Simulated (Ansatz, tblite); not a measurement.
CdS: GFN2-xTB, run from Python

These are simulated results from tblite 0.8.0, not measurements. The cell began as a measured structure and was relaxed with r2SCAN in plane waves (Ansatz 0.2.0). All runs are without spin polarisation.

The symmetry is F-43m (No. 216, cubic); a = 5.878 Å in the conventional setting, 25.39 Å³ an atom. Around Cd lie 4 S at 2.55 Å; around S lie 4 Cd at 2.55 Å.

tblite solves periodic systems at the zone centre alone, so the script builds a cluster of 2×2×2 conventional cells (64 atoms), which folds in a coarse mesh of k points.

Input script:

```python
import json
from ase import Atoms
from ase.build import make_supercell
from ase.units import Bohr, GPa, Hartree
from tblite.interface import Calculator

atoms = Atoms(['Cd', 'S'],
              cell=[[0.0, 2.93921389, 2.93921389], [2.93921389, 0.0, 2.93921389], [2.93921389, 2.93921389, 0.0]],
              scaled_positions=[[0.0, 0.0, 0.0], [0.25, 0.25, 0.25]],
              pbc=True)
cluster = make_supercell(atoms, [[-2, 2, 2], [-2, -2, 2], [2, -2, 2]])
calc = Calculator('GFN2-xTB', cluster.numbers, cluster.positions / Bohr, lattice=cluster.cell[:] / Bohr, periodic=cluster.pbc)
calc.set('temperature', 0.02 / Hartree)
calc.set('max-iter', 150)
res = calc.singlepoint()
levels = res.get('orbital-energies') * Hartree
nv = round(res.get('orbital-occupations').sum() / 2)
cells = len(cluster) // len(atoms)
out = {'energy_per_cell': res.get('energy') * Hartree / cells, 'homo': levels[nv - 1], 'lumo': levels[nv],
       'stress': (-res.get('virial') * Hartree / cluster.get_volume() / GPa).tolist(), 'charges': res.get('charges')[:len(atoms)].tolist(), 'electrons': 2 * nv / cells}
json.dump(out, open('results.json', 'w'))
for key, value in out.items():
    print(key, value)
```

Command: `python run.py`. It took 4.6 s on 1 thread of Arm Neoverse V1, on a shared host, peak memory 0.11 GiB.

The log:

```
------------------------------------------------------------
  cycle        total energy    energy error   density error
------------------------------------------------------------
      1     -114.8700012996  -1.1512251E+02   4.6053337E-01
      2     -125.6243685105  -1.0754367E+01   1.2737151E-01
      3     -125.8264871648  -2.0211865E-01   4.7846865E-02
      4     -125.7918511093   3.4636056E-02   3.1582212E-02
      5     -125.6198852875   1.7196582E-01   5.2730331E-02
      6     -125.8382665146  -2.1838123E-01   1.9014641E-02
      7     -125.8644727520  -2.6206237E-02   5.2572527E-03
      8     -125.8640455408   4.2721121E-04   5.4326849E-03
      9     -125.8662733874  -2.2278465E-03   3.5331456E-04
     10     -125.8662783746  -4.9871955E-06   5.3429562E-05
     11     -125.8662779660   4.0853251E-07   8.7495596E-05
     12     -125.8662786054  -6.3931780E-07   9.0257020E-06
------------------------------------------------------------

 total:                                   3.915 sec
energy_per_cell -107.03112170565586
homo -10.285857350574663
lumo -9.942846544330536
stress [[2.668651130675574, -3.2250064487245322e-06, 3.2250072101871665e-06], [-3.2250064488110884e-06, 2.668651130675911, 3.2250070443549832e-06], [3.225007210210583e-06, 3.2250070443754962e-06, 2.6686511306758316]]
charges [0.3996785922252668, -0.3996804599712042]
electrons 8.0
```

The cycle table is in hartree for the whole cluster, and the lines after it are in eV (the energy for one cell). The printed stress is in GPa and positive in compression, and the pressure is its mean diagonal.

GFN2-xTB gives a gap of 0.34 eV. On the same cell, plane-wave PBE (Ansatz, 8×8×8 k points and the special points) gives a gap of 1.10 eV and r2SCAN a gap of 1.54 eV; on shared hosts these took about 3.2 and 8.5 core-seconds on the 2-atom cell, against 4.6 for the script. Semilocal gaps usually lie below measured ones. xTB was fitted to molecules, so gaps, charges and pressures of solids can be far off, and the gap also depends on the size of the cluster.

The same script was run on cells scaled at fixed shape and fractional coordinates:

```csv
volume (Å³/atom),energy (meV/atom),"pressure (GPa, positive in compression)",gap (eV)
22.34,106.1,9.47,1.28
23.87,37.6,5.43,0.74
25.39,0.0,2.67,0.34
26.92,-15.7,0.76,0.09
28.44,-17.1,-0.07,0.00
```

A Birch-Murnaghan fit puts the minimum at 27.81 Å³/atom, 9.5 % above the given cell, with a bulk modulus of 22.3 GPa at fixed shape.

xTB was fitted mostly to molecules, and a small cluster samples few k points, so gaps, pressures and kinks along a curve can be far from a solid's.

The runs are scalar-relativistic, without spin-orbit coupling.
